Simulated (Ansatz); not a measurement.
# Mg (Magnesium): from the listed structure to its properties

An exercise on one series of results from a longer session: the logs are not shown, and one member is left open.

Computed with Ansatz 0.2.0 (DFT r2SCAN, scalar-relativistic, plane waves, PAW, unless a step's input says otherwise).

### Starting point

The structure is hexagonal, space group P6_3/mmc (No. 194). Conventional cell: a = 3.209 Å, b = 3.209 Å, c = 5.210 Å, α = 90.00°, β = 90.00°, γ = 120.00°. Mg (site symmetry -6m2) has 12 Mg at 3.20 to 3.21 Å as nearest neighbours.

As a file:

```
Mg
1.0
     3.20930    0.00000    0.00000
    -1.60465    2.77934    0.00000
     0.00000    0.00000    5.21030
Mg
2
Direct
  0.33333 0.66667 0.25000
  0.66667 0.33333 0.75000
```

Source of the structure: the Crystallography Open Database.

The first run:

(A quick probe on a coarse mesh, which set the mesh and smearing, is not shown.)

input.yaml reads:

```yaml
crystal:
  lattice:
    - [3.2093, 0.0, 0.0]
    - [-1.60465, 2.7793353284, 0.0]
    - [0.0, 0.0, 5.2103]
  atoms:
    - { symbol: Mg, position: [0.3333333333, 0.6666666667, 0.25] }
    - { symbol: Mg, position: [0.6666666667, 0.3333333333, 0.75] }
basis:
  ecutwfc: 500
kpoints:
  mp_grid: { grid: [15, 15, 8] }
hamiltonian:
  xc: r2scan
scf:
  occupations: { method: gaussian, width: 0.1 }
output:
  forces: true
  stress: true
  eigenvalues: true
relax:
  adjacent_minimum: "off"
  f_tol: 0.005
  max_steps: 80
  cell: { stress_tol: 0.05 }
```

Launch:

```console
$ ansatz run input.yaml --threads 1 --pin off --max-ram 2560MiB --backend cpu --events-out ev --progress --plain --runs-dir out
```

Steps of the session up to this table: Full relaxation; Bands, states and charges; The cell scaled to 0.97 of its volume; Point at V/V0 = 1.03; The cell scaled to 0.94 of its volume; The cell scaled to 1.06 of its volume.

One of the session's tables, all rows but one given; the rest of the session is left out.

It belongs to the step «Energy against volume». 

```
volume (Å³/atom)  energy above the lowest point (meV/atom)  pressure (GPa)
          21.181                                      11.3            2.81
          21.857                                         ?               ?
          22.533                                       0.0            0.03
          23.209                                       2.3           -1.08
          23.885                                       9.0           -2.04
```

Estimate the missing values for volume (Å³/atom) = 21.857.

Worked estimate for «energy above the lowest point (meV/atom)». A straight line through the neighbours (21.181, 11.3) and (22.533, 0.0) gives 11.3 + (0.0 − 11.3) × (21.857 − 21.181) / (22.533 − 21.181) = 5.7; a parabola fitted to 3 rows on both sides gives 3.0.

**Answer.** energy above the lowest point (meV/atom): 2.7; pressure (GPa): 1.32. In «energy above the lowest point (meV/atom)» the line misses by +3.0 and the parabola by +0.3.
